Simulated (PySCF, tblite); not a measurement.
# C2H6F3PSi2: geometry, infrared bands and NMR shifts

Aim: predict the infrared bands and NMR shifts of C2H6F3PSi2 (`C=C[Si@H](P)[Si](F)(F)F`).

Computed with tblite 0.8.0 and PySCF 2.14.0, with density-fitted response routines of our own, on a single molecule in the gas phase. Atoms are numbered from 0 throughout.

## 1. Starting geometry

14 atoms, charge 0, multiplicity 1; geometry from: force field or distance geometry start.

Bonds of the start (Å): C0–C1 1.30, C1–Si2 1.85, Si2–P3 2.13, Si2–Si4 2.25, Si4–F5 1.68, Si4–F6 1.69, Si4–F7 1.68, C0–H8 1.08, C0–H9 1.09, C1–H10 1.08, Si2–H11 1.49, P3–H12 1.40, P3–H13 1.42.

## 2. Optimising the geometry with GFN2-xTB

What the job is given:

```
{"job": {"kind": "relax", "xc": "GFN2-xTB", "basis": "xTB"}, "charge": 0, "multiplicity": 1}
C     -0.586000     2.153200    -0.330000
C      0.281200     1.551400     0.434600
Si     0.444600    -0.285600     0.593800
P      2.118200    -1.059000    -0.472300
Si    -1.461100    -1.324900     0.018900
F     -2.255500    -0.583700    -1.265200
F     -2.455000    -1.418200     1.379700
F     -1.019500    -2.889600    -0.415100
H     -1.312900     1.645100    -0.954600
H     -0.609600     3.245100    -0.343600
H      0.964100     2.144000     1.031600
H      0.606600    -0.564500     2.045600
H      2.190200    -2.435700    -0.742500
H      3.094000    -0.178100    -1.003000
```

Started as:

```
$ OMP_NUM_THREADS=1 python probes_run.py task.json out
```

The driver reads the jobs from task.json and runs them one after another.

**Question.** This job is followed by: GFN2-xTB harmonic vibrations, gas phase; GIAO PBE0/pcSseg-1 NMR shielding, non-relativistic, gas phase. Predict these results of the whole session: strongest single infrared mode (GFN2-xTB); zero-point energy (GFN2-xTB); ¹³C shifts against TMS (PBE0/pcSseg-1); ¹H shifts against TMS (PBE0/pcSseg-1, means over atoms taken as alike); ²⁹Si shifts against TMS (PBE0/pcSseg-1); ³¹P shifts against H3PO4 (PBE0/pcSseg-1); ¹⁹F shifts against CFCl3 (PBE0/pcSseg-1, means over atoms taken as alike).

**Answer**, as computed:

| quantity | value |
| --- | --- |
| strongest single infrared mode (GFN2-xTB) | 2147 cm⁻¹, 220 km/mol |
| zero-point energy (GFN2-xTB) | 47.9 kcal/mol |
| ¹³C shifts against TMS (PBE0/pcSseg-1) | 147.6, 136.2 ppm |
| ¹H shifts against TMS (PBE0/pcSseg-1, means over atoms taken as alike) | 6.53, 6.41, 6.32, 4.66, 1.26 ppm |
| ²⁹Si shifts against TMS (PBE0/pcSseg-1) | -42.0, -61.4 ppm |
| ³¹P shifts against H3PO4 (PBE0/pcSseg-1) | -301.7 ppm |
| ¹⁹F shifts against CFCl3 (PBE0/pcSseg-1, means over atoms taken as alike) | -127.0 ppm |

Over 118 steps the energy fell by 1.896 eV; of the close pairs, Si2–P3 changed most, 2.130 to 2.255 Å. All 36 modes are real, so the xTB geometry is a minimum. The strongest single mode, at 2147 cm⁻¹, moves mainly H11. GFN2-xTB is a fitted tight-binding method: band positions and strengths are rough. Its intensities can rank the bands wrongly. C0 (terminal =CH2 carbon) lies farthest downfield among carbon, at 147.6 ppm; an sp2 carbon of a C=C bond.
